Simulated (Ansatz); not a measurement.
**CH₂FNSi: one structure at several levels**

Aim: energy, forces and dipole at a structure displaced at random from a GFN2-xTB minimum, from CCSD(T) and from density functionals.

The runs use Ansatz 0.2.0, Gaussian basis; single points in def2-TZVPP.

Correlated methods freeze the cores.

## (1) The system as given

6 atoms, charge 0, spin multiplicity 1.

Atoms are counted from 1 here; the program's logs count them from 0.

Bond lengths: N1–C2 1.304 Å, N1–H5 1.185 Å, N1–H6 0.815 Å, C2–Si3 1.719 Å, Si3–F4 1.668 Å. Angles: C2–N1–H5 116.9°, C2–N1–H6 137.1°, H5–N1–H6 104.4°, N1–C2–Si3 131.5°, C2–Si3–F4 115.9°.

Coordinates:

```xyz
6
charge 0, multiplicity 1
N     0.1311    1.1021    0.3654
C    -0.3413   -0.0366   -0.0596
Si    0.3742   -1.5950   -0.1756
F    -0.6624   -2.8453   -0.5554
H     0.4780    1.8797   -0.4590
H     0.1177    1.5325    1.0571
```

## (2) CCSD(T)/def2-TZVPP

File run/in.yaml:

```yaml
crystal:
  periodic: [false, false, false]
  atoms:
    - {symbol: N, position_ang: [0.131100, 1.102100, 0.365400]}
    - {symbol: C, position_ang: [-0.341300, -0.036600, -0.059600]}
    - {symbol: Si, position_ang: [0.374200, -1.595000, -0.175600]}
    - {symbol: F, position_ang: [-0.662400, -2.845300, -0.555400]}
    - {symbol: H, position_ang: [0.478000, 1.879700, -0.459000]}
    - {symbol: H, position_ang: [0.117700, 1.532500, 1.057100]}
basis:
  gaussian: {orbitals: def2-TZVPP}
correlation: {method: ccsd_t}
output: {forces: true}
```

The command line of these runs was not kept.

## (3) PBE0-D4/def2-TZVPP

run/in.yaml, as its differences from that of step 2:

```diff
@@ -11,3 +11,3 @@
   gaussian: {orbitals: def2-TZVPP}
-correlation: {method: ccsd_t}
-output: {forces: true}
+hamiltonian: {xc: pbe0, dispersion: d4}
+output: {forces: true, orbitals: {seedname: orbitals}}
```

## (4) wB97M-V/def2-TZVPP

run/in.yaml, as its differences from that of step 3:

```diff
@@ -11,3 +11,3 @@
   gaussian: {orbitals: def2-TZVPP}
-hamiltonian: {xc: pbe0, dispersion: d4}
-output: {forces: true, orbitals: {seedname: orbitals}}
+hamiltonian: {xc: {name: wB97M-V}}
+output: {forces: true}
```

## (5) r2SCAN-D4/def2-TZVPP

run/in.yaml, as its differences from that of step 4:

```diff
@@ -11,3 +11,3 @@
   gaussian: {orbitals: def2-TZVPP}
-hamiltonian: {xc: {name: wB97M-V}}
+hamiltonian: {xc: r2scan, dispersion: d4}
 output: {forces: true}
```

## (6) PBE-D4/def2-TZVPP

run/in.yaml, as its differences from that of step 5:

```diff
@@ -11,3 +11,3 @@
   gaussian: {orbitals: def2-TZVPP}
-hamiltonian: {xc: r2scan, dispersion: d4}
+hamiltonian: {xc: pbe, dispersion: d4}
 output: {forces: true}
```

## (7) SPW92/def2-TZVPP

run/in.yaml, as its differences from that of step 6:

```diff
@@ -11,3 +11,3 @@
   gaussian: {orbitals: def2-TZVPP}
-hamiltonian: {xc: pbe, dispersion: d4}
+hamiltonian: {xc: lda}
 output: {forces: true}
```

## (8) wB97X-V/def2-TZVPP

run/in.yaml, as its differences from that of step 7:

```diff
@@ -11,3 +11,3 @@
   gaussian: {orbitals: def2-TZVPP}
-hamiltonian: {xc: lda}
+hamiltonian: {xc: {name: wB97X-V}}
 output: {forces: true}
```

(Steps that only read results are left out.)

Before running it: what results should come out? Wanted: energy less free atoms, CCSD(T)/def2-TZVPP; RMS force component; RMS force error; HOMO and LUMO, PBE0-D4; T1 diagnostic.

As calculated:

```
                                  quantity                                                                                         value
energy less free atoms, CCSD(T)/def2-TZVPP                                                                                    -19.666 eV
                       RMS force component                                                          6.243 to 6.401 eV/Å over the methods
                           RMS force error  PBE0-D4 0.297, wB97M-V 0.247, r2SCAN-D4 0.244, PBE-D4 0.350, SPW92 0.468, wB97X-V 0.244 eV/Å
                    HOMO and LUMO, PBE0-D4                                                                            -6.38 and -2.31 eV
                             T1 diagnostic                                                                                         0.027
```

In words: Against CCSD(T) the functionals' energies less atoms differ by -5.359 to -0.851 eV, PBE-D4 by -2.117 eV. The reference is not at the basis limit: in triple zeta CCSD(T) underbinds, which counts against methods that bind more; the gaps are no ranking. For forces wB97X-V does best and SPW92 worst. Frozen-core CCSD(T) forces in triple zeta carry basis errors of their own, and this is one geometry, so small gaps rank nothing. The T1 diagnostic is large here, over the usual mark for main-group molecules (transition-metal compounds often pass it harmlessly), so CCSD(T) itself may be off. The restricted Hartree–Fock reference is unstable towards an unrestricted one at one or more of these structures.
